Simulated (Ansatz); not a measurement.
# GaH4: the cost of one run

Program: Ansatz 0.2.0. Level of theory: UHF/def2-SVP. These are calculated values, not measurements.

**1. The system as given**

Bond lengths: Ga1–H2 1.820 Å, Ga1–H3 1.570 Å, Ga1–H4 1.570 Å. Angles: H2–Ga1–H3 120.0°, H2–Ga1–H4 120.0°, H3–Ga1–H4 120.0°.

Structure file:

```xyz
5

Ga    0.0000    0.0000    0.0000
H     0.0000    0.0000    1.8200
H     1.3596    0.0000   -0.7850
H    -1.3596    0.0000   -0.7850
H     0.0000    0.0000    2.7800
```

**2. A restrained relaxation towards end A**

Springs on the bonds that form and break draw the guess towards this end; the thresholds are loose.

Input file input.yaml:

```yaml
crystal:
  periodic: [false, false, false]
  atoms:
    - { symbol: Ga, position_ang: [0.0, 0.0, 0.0] }
    - { symbol: H, position_ang: [0.0, 0.0, 1.82] }
    - { symbol: H, position_ang: [1.3596, 0.0, -0.785] }
    - { symbol: H, position_ang: [-1.3596, 0.0, -0.785] }
    - { symbol: H, position_ang: [0.0, 0.0, 2.78] }
magnetization:
  spin_polarized: true
  initial_magnetization: 1
basis:
  gaussian: { orbitals: def2-SVP }
hamiltonian:
  xc: hf
relax:
  f_tol: 0.15
  max_steps: 25
  restrain:
    - { distance: [1, 4], at: 1.86, k: 30.0 }
    - { distance: [0, 1], at: 1.57, k: 30.0 }
```

Launch:

```sh
$ ansatz run input.yaml --threads 1 --pin off --max-ram 2048MiB --backend cpu --events-out ev --progress --plain --runs-dir out
```

**Question.** How long does this run take on 1 thread of Arm Neoverse N1, shared host, and how much memory does it need?

About 7.3 s, with a peak of 0.1 GiB.
